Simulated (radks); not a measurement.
**Valence configurations of Pm²⁺**

The task here is to estimate one member of a computed series from the others.

Method: Dirac Kohn-Sham, PBEsol, spin-unpolarised, spherical densities, finite nucleus; open shells are shared between the two j in proportion to 2j + 1. Code: radks (a radial shooting solver on a logarithmic mesh, Libxc functionals) version 1.

## What is computed

```
element            : promethium (Z = 61)
charge             : +2
electrons          : 59
configuration      : [Xe] 4f5
nuclear rms radius : 4.962 fm
others tried       : 4f3 6p2; 4f4 6p1; 4f4 5d1; 4f4 6s1; 4f4.5 5d0.5; 4f4.5 6s0.5; 4f3 5d1 6p1; 4f3.5 5d0.5 6p1
```

The outer shells:

Pm²⁺
```
[Xe] core
4f [↑ ][↑ ][↑ ][↑ ][↑ ][  ][  ]
```

Set-up of the first run:

Input:

```text
Z 61
configuration [Xe] 4f5
relativity Dirac
functional pbe_sol,pbe_sol
spin unpolarised
j_filling average
nucleus finite rms 4.962 fm
c 137.035999084
```

Steps of the session up to this table: [Xe] 4f5.

One of the session's tables, all rows but one given; the rest of the session is left out.

It belongs to the step «[Xe] 4f5». Radial moments (bohr):

```
level     <r>  outermost maximum (interpolated)  90 % within  nodes
4p3/2  0.6370                             0.584        0.927      2
4d3/2  0.6828                             0.598         1.03      1
4d5/2  0.6931                             0.606         1.04      1
5s1/2       ?                                 ?            ?      ?
5p1/2   1.618                              1.41         2.37      3
5p3/2   1.707                              1.49         2.50      3
4f5/2   1.026                             0.634         1.81      0
4f7/2   1.042                             0.640         1.84      0
```

Q: Estimate the row for 5s1/2 from the others.

As computed: <r>: 1.439; outermost maximum (interpolated): 1.29; 90 % within: 2.07; nodes: 4. In the column «<r>» it lies between 4f7/2 (1.042) and 5p1/2 (1.618).
